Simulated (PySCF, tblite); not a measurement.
# BH5HfO6, a small molecule taken as a stand-in for a surface group (boron hydroxide): NMR shifts, core binding energies and electronic excitations, part 2 of 2

tblite 0.8.0 and PySCF 2.14.0. Atoms count from 0, parts from 1.

## 5. Core-electron binding energies: SCAN, X2C

The job: settings as JSON, then the geometry in Å.

```
{"job": {"kind": "xps", "holes": 5}, "charge": 0, "multiplicity": 1}
O     -0.088646    -1.493808    -0.660445
B     -0.445436    -0.570670    -1.656856
O     -0.938804    -1.025306    -2.838582
O     -0.248875     0.692140    -1.258661
Hf     0.267422     0.478958     0.729280
O      2.057880    -0.152778     1.090526
O      0.285872     2.327145     1.255466
O     -1.112305    -0.289755     1.875369
H     -0.351852    -2.412557    -0.754293
H     -1.158884    -0.288372    -3.417849
H      2.907588    -0.382806     1.455277
H      0.476698     3.219011     1.533591
H     -1.640143    -0.118503     2.654825
```

With the program's defaults for keys left out, this is: delta-SCF UKS SCAN, pcX-2 on the ionised atom, pcseg-1 elsewhere (x2c-SVPall past Kr), spin-free X2C.

The program printed:

```text
ground state, core basis on atom 0 (O), 220 functions
  cycle   1  E = -15559.04571140  |g| = 1.74e+00
  cycle   2  E = -15556.44105974  |g| = 4.04e+00
  cycle   3  E = -15559.50382651  |g| = 6.29e-01
  cycle   4  E = -15559.58980571  |g| = 2.13e-01
  cycle   5  E = -15559.59535664  |g| = 9.24e-02
  cycle   6  E = -15559.59702837  |g| = 2.93e-02
  cycle   7  E = -15559.59716380  |g| = 1.20e-02
  cycle   8  E = -15559.59718443  |g| = 3.19e-03
  cycle   9  E = -15559.59719289  |g| = 1.01e-03
  cycle  10  E = -15559.59719313  |g| = 2.88e-04
  E(ground) = -15559.89097529 Eh
hole in O 1s of atom 0
  cycle   1  E = -15538.96669432  |g| = 2.22e+00
  cycle   2  E = -15536.20152494  |g| = 2.77e+00
  cycle   3  E = -15539.13988769  |g| = 1.22e+00
  cycle   4  E = -15539.70471545  |g| = 4.31e-01
  cycle   5  E = -15539.75527378  |g| = 2.01e-01
  cycle   6  E = -15539.76984993  |g| = 7.69e-02
  cycle   7  E = -15539.77194035  |g| = 2.43e-02
  cycle   8  E = -15539.77213323  |g| = 1.19e-02
  cycle   9  E = -15539.77218598  |g| = 2.02e-03
  cycle  10  E = -15539.77218872  |g| = 1.36e-03
  cycle  11  E = -15539.77219121  |g| = 4.41e-04
  E(ion) = -15540.06766889 Eh   <S^2> = 0.7608   hole on atom = 1.000   binding energy = 539.420 eV
ground state, core basis on atom 1 (B), 220 functions
  cycle   1  E = -15559.56796214  |g| = 8.80e-02
  cycle   2  E = -15559.56633940  |g| = 1.23e-01
  cycle   3  E = -15559.56900644  |g| = 1.61e-02
  cycle   4  E = -15559.56902401  |g| = 1.09e-02
  cycle   5  E = -15559.56904905  |g| = 3.11e-03
  cycle   6  E = -15559.56904925  |g| = 5.98e-04
  cycle   7  E = -15559.56904441  |g| = 2.65e-04
  E(ground) = -15559.86703371 Eh
hole in B 1s of atom 1
  cycle   1  E = -15551.91025659  |g| = 1.18e+00
  cycle   2  E = -15549.74227239  |g| = 2.09e+00
  cycle   3  E = -15551.99875687  |g| = 8.14e-01
  cycle   4  E = -15552.23646489  |g| = 3.57e-01
  cycle   5  E = -15552.27906401  |g| = 1.76e-01
  cycle   6  E = -15552.28896740  |g| = 9.32e-02
  cycle   7  E = -15552.29198002  |g| = 3.56e-02
  cycle   8  E = -15552.29246848  |g| = 8.37e-03
  cycle   9  E = -15552.29248578  |g| = 5.16e-03
  cycle  10  E = -15552.29249586  |g| = 2.17e-03
  cycle  11  E = -15552.29249883  |g| = 1.13e-03
  cycle  12  E = -15552.29250007  |g| = 5.66e-04
  cycle  13  E = -15552.29249817  |g| = 2.81e-04
  E(ion) = -15552.59068670 Eh   <S^2> = 0.7690   hole on atom = 1.000   binding energy = 197.999 eV
ground state, core basis on atom 2 (O), 220 functions
  cycle   1  E = -15559.59676131  |g| = 1.01e-01
  cycle   2  E = -15559.59596041  |g| = 8.30e-02
  cycle   3  E = -15559.59659303  |g| = 5.53e-02
  cycle   4  E = -15559.59709088  |g| = 9.88e-03
  cycle   5  E = -15559.59710571  |g| = 1.30e-03
  cycle   6  E = -15559.59710171  |g| = 5.06e-04
  cycle   7  E = -15559.59710576  |g| = 8.60e-05
  E(ground) = -15559.89096832 Eh
hole in O 1s of atom 2
  cycle   1  E = -15538.98188837  |g| = 2.21e+00
  cycle   2  E = -15536.66892334  |g| = 2.60e+00
  cycle   3  E = -15539.32718170  |g| = 1.02e+00
  cycle   4  E = -15539.66489167  |g| = 5.55e-01
  cycle   5  E = -15539.74880030  |g| = 2.71e-01
  cycle   6  E = -15539.77857522  |g| = 9.37e-02
  cycle   7  E = -15539.78138620  |g| = 3.61e-02
  cycle   8  E = -15539.78186996  |g| = 1.08e-02
  cycle   9  E = -15539.78189096  |g| = 5.57e-03
  cycle  10  E = -15539.78190620  |g| = 1.46e-03
  cycle  11  E = -15539.78190354  |g| = 8.20e-04
  cycle  12  E = -15539.78190911  |g| = 4.16e-04
  E(ion) = -15540.07717819 Eh   <S^2> = 0.7612   hole on atom = 1.000   binding energy = 539.161 eV
ground state, core basis on atom 3 (O), 220 functions
  cycle   1  E = -15559.59673869  |g| = 1.28e-01
  cycle   2  E = -15559.59139583  |g| = 1.94e-01
  cycle   3  E = -15559.59779250  |g| = 4.86e-02
  cycle   4  E = -15559.59809823  |g| = 2.55e-02
  cycle   5  E = -15559.59821980  |g| = 2.06e-03
  cycle   6  E = -15559.59821115  |g| = 8.77e-04
  cycle   7  E = -15559.59822019  |g| = 2.27e-04
  E(ground) = -15559.89234830 Eh
hole in O 1s of atom 3
  cycle   1  E = -15539.02761252  |g| = 2.24e+00
  cycle   2  E = -15538.54009247  |g| = 2.24e+00
  cycle   3  E = -15539.72689617  |g| = 6.04e-01
  cycle   4  E = -15539.69575872  |g| = 6.50e-01
  cycle   5  E = -15539.85627891  |g| = 1.30e-01
  cycle   6  E = -15539.86210934  |g| = 5.29e-02
  cycle   7  E = -15539.86308805  |g| = 1.24e-02
  cycle   8  E = -15539.86313950  |g| = 6.65e-03
  cycle   9  E = -15539.86314669  |g| = 3.17e-03
  cycle  10  E = -15539.86314872  |g| = 1.04e-03
  cycle  11  E = -15539.86314949  |g| = 5.42e-04
  cycle  12  E = -15539.86314598  |g| = 1.36e-04
  E(ion) = -15540.15804096 Eh   <S^2> = 0.7623   hole on atom = 1.000   binding energy = 536.998 eV
ground state, core basis on atom 5 (O), 220 functions
  cycle   1  E = -15559.59736833  |g| = 1.41e-01
  cycle   2  E = -15559.58865454  |g| = 2.40e-01
  cycle   3  E = -15559.59916480  |g| = 4.27e-02
  cycle   4  E = -15559.59945296  |g| = 1.89e-02
  cycle   5  E = -15559.59950965  |g| = 3.43e-03
  cycle   6  E = -15559.59951971  |g| = 1.11e-03
  cycle   7  E = -15559.59951962  |g| = 1.94e-04
  E(ground) = -15559.89280916 Eh
hole in O 1s of atom 5
  cycle   1  E = -15539.02006238  |g| = 2.23e+00
  cycle   2  E = -15536.81648432  |g| = 2.69e+00
  cycle   3  E = -15539.40986015  |g| = 1.01e+00
  cycle   4  E = -15539.72458805  |g| = 5.84e-01
  cycle   5  E = -15539.81691965  |g| = 2.86e-01
  cycle   6  E = -15539.84586219  |g| = 1.13e-01
  cycle   7  E = -15539.85043888  |g| = 3.19e-02
  cycle   8  E = -15539.85077148  |g| = 1.34e-02
  cycle   9  E = -15539.85082223  |g| = 5.63e-03
  cycle  10  E = -15539.85083345  |g| = 1.96e-03
  cycle  11  E = -15539.85083230  |g| = 7.82e-04
  cycle  12  E = -15539.85083589  |g| = 2.36e-04
  E(ion) = -15540.14542854 Eh   <S^2> = 0.7615   hole on atom = 1.000   binding energy = 537.354 eV
```

It took 2.3 min on 1 thread of Arm Neoverse N1, shared host; peak memory 0.79 GiB.

Atoms past Kr, which the light-atom basis doesn't hold, take an all-electron relativistic set.

Binding energies by hole, beside the orbital energy of the ground state; the difference holds orbital relaxation and, for a density functional, its self-interaction error:

```tsv
hole	stands for	environment	ΔSCF (eV)	−ε (eV)	⟨S²⟩
O1s on O0	O0	oxygen bonded to B, Hf, H	539.42	517.4	0.761
B1s on B1	B1		198.00	181.5	0.769
O1s on O2	O2	oxygen bonded to B, H	539.16	517.0	0.761
O1s on O3	O3	oxygen bonded to B, Hf	537.00	515.7	0.762
O1s on O5	O5	oxygen bonded to Hf, H	537.35	516.0	0.762
```

## 6. Excited states and response: CAM-B3LYP/def2-SVPD

Same as in step 5 but for these lines:

```diff
@@ -1,2 +1,2 @@
-{"job": {"kind": "xps", "holes": 5}, "charge": 0, "multiplicity": 1}
+{"job": {"kind": "uv", "xc": "CAM-B3LYP", "basis": "def2-SVPD", "nstates": 6, "ntriplets": 2, "ip": true}, "charge": 0, "multiplicity": 1}
 O     -0.088646    -1.493808    -0.660445
```

Level: TDDFT CAM-B3LYP/def2-SVPD, vertical, gas phase, core orbitals frozen in the response.

The program printed:

```text
coarse grid: 57464 points
cycle   1  E = -526.6554321308  dE = -1.188e+01  |g| = 1.586e+00  |ddm| = 8.953e+00
cycle   2  E = -526.4140329682  dE =  2.414e-01  |g| = 2.003e+00  |ddm| = 3.342e+00
cycle   3  E = -527.1434074553  dE = -7.294e-01  |g| = 1.993e-01  |ddm| = 1.655e+00
cycle   4  E = -527.1507496338  dE = -7.342e-03  |g| = 6.973e-02  |ddm| = 2.567e-01
cycle   5  E = -527.1516353442  dE = -8.857e-04  |g| = 2.002e-02  |ddm| = 8.241e-02
cycle   6  E = -527.1517091091  dE = -7.376e-05  |g| = 3.274e-03  |ddm| = 2.410e-02
cycle   7  E = -527.1517112051  dE = -2.096e-06  |g| = 2.070e-03  |ddm| = 5.892e-03
final grid: 120696 points
cycle   8  E = -527.1516846687  dE =  8.148e-07  |g| = 3.072e-03  |ddm| = 6.265e-03
cycle   9  E = -527.1516823957  dE =  2.273e-06  |g| = 4.696e-03  |ddm| = 5.921e-03
cycle  10  E = -527.1516863748  dE = -3.979e-06  |g| = 9.484e-05  |ddm| = 3.548e-03
cycle  11  E = -527.1516863764  dE = -1.585e-09  |g| = 2.792e-05  |ddm| = 1.074e-04
cycle  12  E = -527.1516863766  dE = -1.876e-10  |g| = 9.306e-06  |ddm| = 5.129e-05
converged SCF energy = -527.1516863766

Static polarisability (au): isotropic 72.749, principal 66.572 70.451 81.225

Singlet excitations
state   eV       nm        f      main configurations
  1   7.4237    167.0   0.00073   H->L 0.65, H->L+1 0.17
  2   7.6363    162.4   0.02634   H-2->L 0.40, H-1->L 0.12
  3   7.6518    162.0   0.02162   H-1->L 0.43, H-2->L 0.18
  4   7.7893    159.2   0.02874   H-3->L 0.40, H-1->L 0.10
  5   7.9169    156.6   0.00460   H-4->L 0.17, H->L+2 0.09
  6   7.9759    155.4   0.00478   H-4->L 0.23, H-2->L+1 0.17, H->L+2 0.09

Triplet excitations (Tamm-Dancoff, eV): 7.1928 7.3621
Vertical ionisation energy (delta-SCF) = 10.9121 eV
```

Run time: 12 min. Hardware: 1 thread of Arm Neoverse N1, shared host; peak memory 1.4 GiB.

Frontier orbitals and where they lie:

```tsv
orbital	eV	atoms
HOMO−3	-10.41	O6 46 %, O3 19 %, O7 10 %
HOMO−2	-10.28	O5 37 %, O3 23 %, O6 11 %
HOMO−1	-10.26	O7 44 %, O3 27 %, O5 9 %
HOMO	-10.07	O7 32 %, O5 31 %, O6 25 %
LUMO	0.32	Hf4 31 %, B1 28 %, O0 7 %
LUMO+1	0.85	Hf4 42 %, B1 10 %, O2 8 %
LUMO+2	1.14	Hf4 54 %, O5 14 %, H10 8 %
```

With each of the 6 states as a Gaussian band of 0.4 eV half-width at 1/e, the curve within the window shown has maxima at 161 nm (ε 3,300) L/(mol cm). Beyond the last state computed it falls off for lack of states. The curve at chosen wavelengths:

```csv
nm,ε (L/mol/cm)
150,618
151,842
152,1109
154,1739
155,2077
156,2407
157,2708
159,3150
160,3262
161,3291
162,3238
164,2915
165,2671
166,2393
167,2099
169,1518
170,1253
171,1015
172,807
174,485
175,367
176,273
177,200
179,103
180,72
181,50
```

Further results of this job:

```tsv
property	computed
dipole moment (D)	0.99
polarisability (Å³)	10.78
HOMO–LUMO gap (eV)	10.38
−ε(HOMO) (eV)	10.07
```

## 7. Outcome

This closing draws on all 2 parts.

| quantity | value |
| --- | --- |
| point group | C1 |
| rotational constants (main isotopes) | 2.35, 0.89, 0.86 GHz |
| 1H shifts against TMS (PBE0/def2-SVP+pcSseg-1) | 3.45, 3.31, 3.21, 2.32, 2.20 ppm |
| 17O shifts against H2O (PBE0/def2-SVP+pcSseg-1) | 233.1, 175.3, 167.5, 154.8, 86.2, 73.5 ppm |
| 11B shifts against BF3·OEt2 (PBE0/def2-SVP+pcSseg-1) | 19.0 ppm |
| O1s binding energies, SCAN/pcX-2 (standing for 4 of 6 atoms) | O0 539.42, O2 539.16, O5 537.35, O3 537.00 eV |
| B1s binding energies, SCAN/pcX-2 | B1 198.00 eV |
| lowest singlet (CAM-B3LYP/def2-SVPD) | 7.42 eV (167 nm), f = 0.001 |
| brightest single state of those computed | state 4, 7.79 eV, f = 0.029 |
| lowest triplet | 7.19 eV |
| vertical ionisation energy (ΔSCF) | 10.91 eV |

**Reading.** On relaxing, metal atoms bound new neighbours (O0–Hf4). Relaxing lowered the energy by 1.251 eV in 44 steps; the close pair that moved most is Hf4–H10, from 2.397 to 2.871 Å (PBE0/def2-SVP). No frequency check was run at this level, so the end point may be a saddle. O0 (oxygen bonded to B, Hf, H) binds its O1s electron 2.42 eV more tightly than O3 (oxygen bonded to B, Hf). Only 4 of the 6 O atoms are covered by sound results. The first singlet state (HOMO→LUMO 0.65, HOMO→LUMO+1 0.17) lies at 7.42 eV and is dark; of the 6 states computed, the strongest absorption comes from states 2 to 3 together at 7.64 eV. The lowest triplet lies 0.23 eV below the lowest singlet (triplets in Tamm-Dancoff, singlets in full TDDFT). Spin-orbit coupling, left out, mixes singlets and triplets in elements this heavy. ΔSCF puts the ionisation energy at 10.91 eV, 0.85 eV above −ε(HOMO). Spin-orbit coupling is left out, which matters for shieldings and couplings at and beside the heavy atoms. A capped cluster stands for the solid here, so long-range fields and strain are missing, and bands or shifts of the capping hydrogens have no counterpart in it.
